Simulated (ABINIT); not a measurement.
HfMoC2: band structure with PBEsol

The system is HfMoC2.

```
Hf Mo C
1.0
     3.19142    0.00000    0.00000
     0.00000    3.19142    0.00000
     0.00000    0.00000    4.48516
Hf Mo C
1 1 2
Cartesian
  0.0000 0.0000 0.0000
  1.5957 1.5957 2.2426
  1.5957 1.5957 0.0000
  0.0000 0.0000 2.2426
```

The cell comes from a database or a generator and needn't be the stable form of this composition.

| Item | Value |
| --- | --- |
| Program | ABINIT 10.8.3 (patched build) |
| Task | band structure |
| Functional | PBEsol |
| Potentials or basis | PseudoDojo NC SR PBEsol v0.4.1 standard |
| Cutoff | 1116 eV |
| k mesh | 8 × 8 × 6 |
| Occupations | fermi-dirac, width 0.05 eV |
| Spin | no spin polarisation |

```yaml
Pressure: -8.4 GPa
Band_gap_on_the_k_mesh: none (metal or under the smearing width)
Valence_electrons_inside_the_program's_atomic_spheres: Hf 8.50; Mo 10.43; C 3.95, 3.89
```

Stress tensor (GPa, compression positive):
```
 -6.98   0.00   0.00
  0.00  -6.98   0.00
  0.00   0.00 -11.32
```

Levels at the corners of the path, in eV from the Fermi level:
| point | band 14 | band 15 | band 16 | band 17 | band 18 | band 19 | band 20 | band 21 |
| --- | --- | --- | --- | --- | --- | --- | --- | --- |
| Γ | -1.36 | -1.20 | -1.20 | -0.40 | -0.40 | 0.11 | 0.14 | 0.14 |
| X | -4.27 | -3.81 | -3.70 | -0.41 | 0.97 | 2.23 | 3.15 | 3.27 |
| M | -3.88 | -1.26 | -1.03 | -1.03 | -0.93 | 1.08 | 1.41 | 2.50 |
| Γ | -1.36 | -1.20 | -1.20 | -0.40 | -0.40 | 0.11 | 0.14 | 0.14 |
| Z | -2.19 | -2.19 | -1.73 | -1.73 | -1.43 | -0.29 | 2.12 | 2.12 |
| R | -5.17 | -4.36 | -4.27 | 1.02 | 1.08 | 1.76 | 4.53 | 5.33 |
| A | -4.21 | -4.21 | -4.21 | 1.11 | 1.11 | 1.41 | 3.11 | 3.11 |
| Z | -2.19 | -2.19 | -1.73 | -1.73 | -1.43 | -0.29 | 2.12 | 2.12 |

Wall time 14 min on 1 thread of Arm Neoverse V1, on a shared host, peak memory 0.16 GiB.

Caveat: the highest band is partly filled, so the run has too few bands; spin-orbit coupling is left out, which moves the levels of the heavy elements.
